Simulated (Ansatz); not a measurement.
## NbRu3C in Ansatz: convergence with k mesh

Input of the first run (k mesh 2 × 2 × 2); the others differ in this setting and in those tied to it:

input.yaml

```yaml
crystal:
  lattice:
    - [4.065138, 0.0, 0.0]
    - [0.0, 4.065138, 0.0]
    - [0.0, 0.0, 4.065138]
  atoms:
    - { symbol: Ru, position: [0.5, 0.5, 0.0] }
    - { symbol: Ru, position: [0.5, 0.0, 0.5] }
    - { symbol: Ru, position: [0.0, 0.5, 0.5] }
    - { symbol: Nb, position: [0.0, 0.0, 0.0] }
    - { symbol: C, position: [0.5, 0.5, 0.5] }
hamiltonian:
  xc: pbesol
  pseudopotentials: { kind: nc, accuracy: standard }
kpoints:
  mp_grid: { grid: [2, 2, 2] }
scf:
  occupations: { method: methfessel_paxton, width: 0.05 }
output:
  forces: true
  stress: true
  eigenvalues: true
```

Potentials or basis: PseudoDojo standard (PBEsol files).

Command:

```bash
$ ansatz run input.yaml --threads 2 --pin off --max-ram 5632MiB --backend cpu --events-out ev --progress --plain --runs-dir out
```

The cell comes from a database or a generator and needn't be the stable form of this composition.

Hardware: 2 threads of Arm Neoverse V2, with other jobs on the host.

Question: The values tried are 2 × 2 × 2, 3 × 3 × 3, 4 × 4 × 4, 5 × 5 × 5, 6 × 6 × 6, 8 × 8 × 8, 9 × 9 × 9, 11 × 11 × 11, loosest first. From which on does the energy stay within 1 meV/atom of the tightest run that finished?

Answer: From 8 × 8 × 8 on.

```csv
k mesh,"energy less the tightest run, at zero smearing (meV/atom)",pressure (GPa),SCF cycles,CPU time (s),peak memory (GiB)
2 × 2 × 2,222.27,-10.66,9,2.3,0.38
3 × 3 × 3,-19.77,-11.40,10,2.6,0.39
4 × 4 × 4,-1.46,-11.29,11,6,0.43
5 × 5 × 5,3.70,-11.07,10,5.6,0.43
6 × 6 × 6,1.91,-11.18,11,12,0.48
8 × 8 × 8,-0.04,-11.26,11,20,0.55
9 × 9 × 9,-0.22,-11.27,10,18,0.55
11 × 11 × 11,0.00,-11.23,10,29,0.65
```

Against the tightest run, the pressure stays within 0.1 GPa from 6 × 6 × 6 on. Meshes of other sizes hit other points, so gaps and Fermi surfaces needn't settle smoothly. The tightest run that finished is the yardstick and may itself not be fully converged.
